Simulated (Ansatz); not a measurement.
# HfRu3 (Pm-3m) in Ansatz: convergence with smearing width

Aim: find how far smearing width must go before the results for HfRu3 settle, at r2SCAN. This setting moves, with any that are tied to it; all else stays.

Program: Ansatz 0.2.0. These are calculated values, not measurements. Logs are shortened: lines on timing, memory, paths and dates and some standing lists are left out, and cuts for length are marked.

**1. The structure**

The structure is cubic, space group Pm-3m (No. 221). The conventional cell has a = 3.956 Å, b = 3.956 Å, c = 3.956 Å, α = 90.00°, β = 90.00°, γ = 90.00°. Around Hf (site symmetry m-3m) lie 12 Ru at 2.80 Å. Ru (site symmetry 4/mmm) is surrounded by 4 Hf at 2.80 Å and 8 Ru at 2.80 Å.

The cell comes from a database or a generator and needn't be the stable form of this composition.

**2. With smearing width 0.3 eV**

input.yaml reads:

```yaml
crystal:
  lattice:
    - [3.955773, 0.0, 0.0]
    - [0.0, 3.955773, 0.0]
    - [0.0, 0.0, 3.955773]
  atoms:
    - { symbol: Hf, position: [0.0, 0.0, 0.0] }
    - { symbol: Ru, position: [0.0, 0.5, 0.5] }
    - { symbol: Ru, position: [0.5, 0.0, 0.5] }
    - { symbol: Ru, position: [0.5, 0.5, 0.0] }
hamiltonian:
  xc: r2scan
  pseudopotentials: { kind: paw }
kpoints:
  mp_grid: { grid: [6, 6, 6] }
scf:
  occupations: { method: gaussian, width: 0.3 }
output:
  forces: true
  stress: true
  eigenvalues: true
```

Potentials or basis: Ansatz PAW.

Command:

```bash
$ ansatz run input.yaml --threads 2 --pin off --max-ram 5632MiB --backend cpu --events-out ev --progress --plain --runs-dir out
```

The program printed:

```text
Warning: RAYON_NUM_THREADS=2 ignored (pool sized by the plan → 2); use --threads N
Engine: ansatz 0.2.0, x86_64-unknown-linux-gnu
Pseudopotentials: kind: paw
Pseudopotential: Hf, paw, valence charge 26, recommended cutoff 500 eV (meta_gga), Hf.paw.azcp
Pseudopotential: Ru, paw, valence charge 16, recommended cutoff 500 eV (meta_gga), Ru.paw.azcp
Functional definition: r2SCAN
  parameter k0 = 0.174
  parameter k1 = 0.065
  parameter a1 = 4.9479
  exchange = r2scan_x(k0 = k0, k1 = k1, a1 = a1)
  correlation = r2scan_c
Crystal: 4 atoms, lattice volume = 61.900 Å³
Basis set: ecut = 500 eV, 1575 PW (Γ), exchange–correlation on 120×120×120 points (64 copies of the dense FFT grid, shifted against one another)
Bands: 45, of which v1, the nominal top of the filled ones, is band 37 counted from 1 (36 counted from 0)
Symmetry: 48 space group operations
Space group: Pm-3m (ITA 221), of the structure as read, at distance tolerance 4.0e-5 Å
k-points: 20 of 216
Non-local potential: Hf, projectors of the file, l = 0: 3, l = 1: 2, l = 2: 2, l = 3: 3
Non-local potential: Ru, projectors of the file, l = 0: 3, l = 1: 2, l = 2: 2, l = 3: 1
PAW form: soft (Blöchl's): semilocal exchange-correlation on the pseudo side does not see the compensation charge
[... 27 lines left out ...]
  E_kinetic    = 1969.675875
  E_local      = -8791.859096  (includes V_loc(G=0)·N_el)
  E_nonlocal   = -216.235633
  E_hartree    = 3592.459997
  E_xc         = -836.091284
  E_vxc        = -1094.386616  (∫ρ·V_xc dr)
  E_paw        = -17391.332643  (= ΣΔE_a)
  E_vpaw       = 731.127556  (= ΣTr[D̂ρ^β])
  E_aug_tail   = 0.000264  (compensation charges beyond the density's cutoff)
  E_vtau       = 71.167155  (kinetic-family band-sum trace: ∫τ·v_τ [+ j·A + Jᵃ·Aᵃ] dr)
  E_ewald      = -11731.842277
  E_core_change = -0.611345  (= ΣΔE_core)
  E_smearing   = -0.206451  (= −TS)
  E_closure    = 0.000000  (closes the sum)
  Σ components = -33406.042591   (vs F -33406.042591, Δ=0.00e0)
--- Forces (eV/Å), atoms counted from 1 ---
  atom   1  Hf    -0.00000000     0.00000000     0.00000000
  atom   2  Ru     0.00000000     0.00000000     0.00000000
  atom   3  Ru     0.00000000    -0.00000000     0.00000000
  atom   4  Ru     0.00000000     0.00000000    -0.00000000
  max |Σ_I F_I| component: 1.30e-28 eV/Å
--- Stress (GPa, compression-positive) ---
       -5.632363      -0.000000       0.000000
        0.000000      -5.632363      -0.000000
        0.000000       0.000000      -5.632363
  P = ⅓ Tr σ = -5.6324 GPa (-56.324 kbar)
--- Band table (eV; the first three rows and the last of 20) ---
  k-point 0: bands = ["-52.4159", "-52.2986", "-52.2986", "-40.9749", "-21.8614", "-21.8614", "-21.8614", "-21.5026", "-21.5026", "-21.5026", "-21.3502", "-21.3502", "-21.3502", "-9.0146", "-9.0146", "-9.0146", "10.6115", "10.6115", "10.6115", "10.6149", "10.6149", "10.6149", "10.6172", "14.3915", "16.6638", "16.6969", "16.6969", "17.2608", "17.2608", "17.2608", "20.5262", "20.5262", "20.5262", "22.5867", "22.5867", "23.8191", "24.2696", "24.2696", "24.2696", "25.9695", "25.9695", "25.9695", "27.0988", "27.0988", "28.7181"]
  k-point 1: bands = ["-52.4089", "-52.3055", "-52.2985", "-40.9751", "-21.8418", "-21.8418", "-21.8285", "-21.5093", "-21.5093", "-21.5049", "-21.3855", "-21.3630", "-21.3630", "-9.0364", "-9.0196", "-9.0196", "10.6087", "10.6105", "10.6105", "10.6107", "10.6147", "10.6147", "10.6155", "14.7892", "16.8721", "16.9591", "16.9990", "17.4266", "17.5255", "17.5255", "20.2602", "20.6877", "20.6877", "22.2828", "22.6226", "23.0614", "23.0614", "23.4892", "24.2706", "24.5220", "26.0262", "26.0262", "26.7779", "27.0608", "28.6480"]
  k-point 2: bands = ["-52.3909", "-52.3233", "-52.2984", "-40.9755", "-21.7950", "-21.7950", "-21.7377", "-21.5322", "-21.5322", "-21.5096", "-21.4810", "-21.3870", "-21.3870", "-9.0796", "-9.0297", "-9.0297", "10.6027", "10.6034", "10.6084", "10.6084", "10.6122", "10.6144", "10.6144", "15.8541", "17.2668", "17.5965", "17.7636", "17.8867", "18.2920", "18.2920", "19.6065", "20.8212", "20.8212", "21.5497", "21.6085", "21.6085", "22.3561", "22.3862", "22.9103", "24.2727", "25.0893", "25.0893", "26.2158", "26.2212", "28.5311"]
  k-point 19: bands = ["-52.3368", "-52.3368", "-52.3368", "-40.9737", "-22.0529", "-21.7911", "-21.7911", "-21.7911", "-21.4026", "-21.4026", "-21.3267", "-21.3267", "-21.3267", "-9.0412", "-9.0412", "-9.0412", "10.6091", "10.6091", "10.6091", "10.6136", "10.6153", "10.6153", "10.6153", "16.7296", "16.9206", "16.9206", "16.9206", "19.9022", "19.9022", "19.9022", "20.4732", "20.4732", "20.4732", "20.9870", "20.9870", "23.0101", "23.5516", "23.5516", "23.5516", "23.8399", "23.8399", "23.8399", "26.5047", "26.5047", "26.5047"]
```

Wall time 2.8 s (2 threads of Intel Xeon Platinum 8488C (Sapphire Rapids), shared host); peak memory 0.55 GiB.

What came out:

| Quantity | Value |
| --- | --- |
| Free energy | -33406.0426 eV |
| Pressure | -5.6 GPa |
| Band gap on the k mesh | none (metal or under the smearing width) |

**3. With smearing width 0.2 eV**

input.yaml, as its differences from that of step 2:

```diff
@@ -16,3 +16,3 @@
 scf:
-  occupations: { method: gaussian, width: 0.3 }
+  occupations: { method: gaussian, width: 0.2 }
 output:
```

Potentials or basis: Ansatz PAW.

Command:

```bash
$ ansatz run input.yaml --threads 2 --pin off --max-ram 5632MiB --backend cpu --events-out ev --progress --plain --runs-dir out
```

Run time: 2.6 s. Hardware: 2 threads of Intel Xeon Platinum 8488C (Sapphire Rapids), shared host; peak memory 0.55 GiB.

What came out:

* Free energy: -33405.9855 eV
* Pressure: -5.9 GPa
* Band gap on the k mesh: none (metal or under the smearing width)

**4. With smearing width 0.15 eV**

input.yaml, as its differences from that of step 3:

```diff
@@ -16,3 +16,3 @@
 scf:
-  occupations: { method: gaussian, width: 0.2 }
+  occupations: { method: gaussian, width: 0.15 }
 output:
```

Command:

```bash
$ ansatz run input.yaml --threads 2 --pin off --max-ram 5632MiB --backend cpu --events-out ev --progress --plain --runs-dir out
```

It took 2.8 s on 2 threads of Intel Xeon Platinum 8488C (Sapphire Rapids), shared host; peak memory 0.56 GiB.

Results:

| Item | Value |
| --- | --- |
| Free energy | -33405.9649 eV |
| Pressure | -6.0 GPa |
| Band gap on the k mesh | none (metal or under the smearing width) |

**5. With smearing width 0.1 eV**

input.yaml, as its differences from that of step 4:

```diff
@@ -16,3 +16,3 @@
 scf:
-  occupations: { method: gaussian, width: 0.15 }
+  occupations: { method: gaussian, width: 0.1 }
 output:
```

Command:

```bash
$ ansatz run input.yaml --threads 2 --pin off --max-ram 5632MiB --backend cpu --events-out ev --progress --plain --runs-dir out
```

It took 2.7 s on 2 threads of Intel Xeon Platinum 8488C (Sapphire Rapids), shared host; peak memory 0.55 GiB.

Results:

```yaml
Free_energy: -33405.9491 eV
Pressure: -6.0 GPa
Band_gap_on_the_k_mesh: none (metal or under the smearing width)
```

**6. With smearing width 0.05 eV**

input.yaml, as its differences from that of step 5:

```diff
@@ -16,3 +16,3 @@
 scf:
-  occupations: { method: gaussian, width: 0.1 }
+  occupations: { method: gaussian, width: 0.05 }
 output:
```

Potentials or basis: Ansatz PAW.

Command:

```bash
$ ansatz run input.yaml --threads 2 --pin off --max-ram 5632MiB --backend cpu --events-out ev --progress --plain --runs-dir out
```

Run time: 2.7 s. Hardware: 2 threads of Intel Xeon Platinum 8488C (Sapphire Rapids), shared host; peak memory 0.55 GiB.

It converged, with:

```
Free energy            : -33405.9377 eV
Pressure               : -6.0 GPa
Band gap on the k mesh : none (metal or under the smearing width)
```

**7. With smearing width 0.025 eV**

input.yaml, as its differences from that of step 6:

```diff
@@ -16,3 +16,3 @@
 scf:
-  occupations: { method: gaussian, width: 0.05 }
+  occupations: { method: gaussian, width: 0.025 }
 output:
```

Command:

```bash
$ ansatz run input.yaml --threads 2 --pin off --max-ram 5632MiB --backend cpu --events-out ev --progress --plain --runs-dir out
```

Wall time 2.7 s (2 threads of Intel Xeon Platinum 8488C (Sapphire Rapids), shared host); peak memory 0.55 GiB.

The run converged. Its results:

* Free energy: -33405.9338 eV
* Pressure: -6.0 GPa
* Band gap on the k mesh: none (metal or under the smearing width)

**8. With smearing width 0.01 eV**

input.yaml, as its differences from that of step 7:

```diff
@@ -16,3 +16,3 @@
 scf:
-  occupations: { method: gaussian, width: 0.025 }
+  occupations: { method: gaussian, width: 0.01 }
 output:
```

Command:

```bash
$ ansatz run input.yaml --threads 2 --pin off --max-ram 5632MiB --backend cpu --events-out ev --progress --plain --runs-dir out
```

It took 2.8 s on 2 threads of Intel Xeon Platinum 8488C (Sapphire Rapids), shared host; peak memory 0.55 GiB.

Results (log left out):

```
Free energy            : -33405.9323 eV
Pressure               : -6.0 GPa
Band gap on the k mesh : none (metal or under the smearing width)
```

**9. With smearing width 0.005 eV**

input.yaml, as its differences from that of step 8:

```diff
@@ -16,3 +16,3 @@
 scf:
-  occupations: { method: gaussian, width: 0.01 }
+  occupations: { method: gaussian, width: 0.005 }
 output:
```

Potentials or basis: Ansatz PAW.

Command:

```bash
$ ansatz run input.yaml --threads 2 --pin off --max-ram 5632MiB --backend cpu --events-out ev --progress --plain --runs-dir out
```

It took 2.7 s on 2 threads of Intel Xeon Platinum 8488C (Sapphire Rapids), shared host; peak memory 0.55 GiB.

The run converged. Its results:

* Free energy: -33405.9319 eV
* Pressure: -6.0 GPa
* Band gap on the k mesh: none (metal or under the smearing width)

**10. Result**

| smearing width | energy less the tightest run, at zero smearing (meV/atom) | pressure (GPa) | SCF cycles | CPU time (s) | peak memory (GiB) |
| --- | --- | --- | --- | --- | --- |
| 0.3 eV | -1.91 | -5.63 | 8 | 5.4 | 0.55 |
| 0.2 eV | -1.91 | -5.88 | 8 | 4.9 | 0.55 |
| 0.15 eV | -1.46 | -5.96 | 8 | 5.3 | 0.56 |
| 0.1 eV | -0.95 | -6.01 | 8 | 5.1 | 0.55 |
| 0.05 eV | -0.32 | -6.03 | 8 | 5.1 | 0.55 |
| 0.025 eV | -0.14 | -6.03 | 8 | 5 | 0.55 |
| 0.01 eV | -0.05 | -6.02 | 8 | 5.3 | 0.55 |
| 0.005 eV | 0.00 | -6.01 | 8 | 5 | 0.55 |

Against the tightest run, the energy stays within 1 meV/atom from 0.1 eV on; the pressure stays within 0.1 GPa from 0.15 eV on. Narrower smearing needs a denser k mesh, so at a fixed mesh the narrowest width isn't the most accurate. The tightest run that finished is the yardstick and may itself not be fully converged.

Caveats: the PAW data sets come from PBE, with cores solved anew for the run's functional, which leaves a small shift of forces and pressure.
